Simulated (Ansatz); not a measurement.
# F2H2OSn: the cost of one run

All numbers below are computed with Ansatz 0.2.0 (RKS PBE0-D4/def2-SVP).

### 1 Starting point

Bond lengths: O1–Sn2 1.946 Å, Sn2–F3 1.916 Å, Sn2–F4 1.874 Å, O1–H5 1.048 Å, Sn2–H6 1.762 Å. Angles: O1–Sn2–F3 107.6°, O1–Sn2–F4 110.8°, O1–Sn2–H6 109.9°, F3–Sn2–F4 108.0°, F3–Sn2–H6 110.1°, F4–Sn2–H6 110.5°, Sn2–O1–H5 104.6°.

As a file:

```xyz
6

O     0.1036    0.7802   -1.3562
Sn    0.1478   -0.2529    0.2922
F     1.7796   -1.2564    0.3028
F    -1.2786   -1.4672    0.3538
H    -0.8049    1.3006   -1.3183
H     0.0946    0.8316    1.6795
```

### 2 End point A

Input file input.yaml:

```yaml
crystal:
  periodic: [false, false, false]
  atoms:
    - { symbol: O, position_ang: [0.1036, 0.7802, -1.3562] }
    - { symbol: Sn, position_ang: [0.1478, -0.2529, 0.2922] }
    - { symbol: F, position_ang: [1.7796, -1.2564, 0.3028] }
    - { symbol: F, position_ang: [-1.2786, -1.4672, 0.3538] }
    - { symbol: H, position_ang: [-0.8049, 1.3006, -1.3183] }
    - { symbol: H, position_ang: [0.0946, 0.8316, 1.6795] }
basis:
  gaussian: { orbitals: def2-SVP }
hamiltonian:
  xc: pbe0
  dispersion: d4
relax:
  f_tol: 0.02
  max_steps: 50
output:
  orbitals: {}
```

The run is started by

```bash
> ansatz run input.yaml --threads 1 --pin off --max-ram 2048MiB --backend cpu --events-out ev --progress --plain --runs-dir out
```

Q: Estimate wall time and peak memory on 1 thread of Intel Xeon Platinum 8559C (Emerald Rapids), shared host.

About 33 s, with a peak of 0.17 GiB.
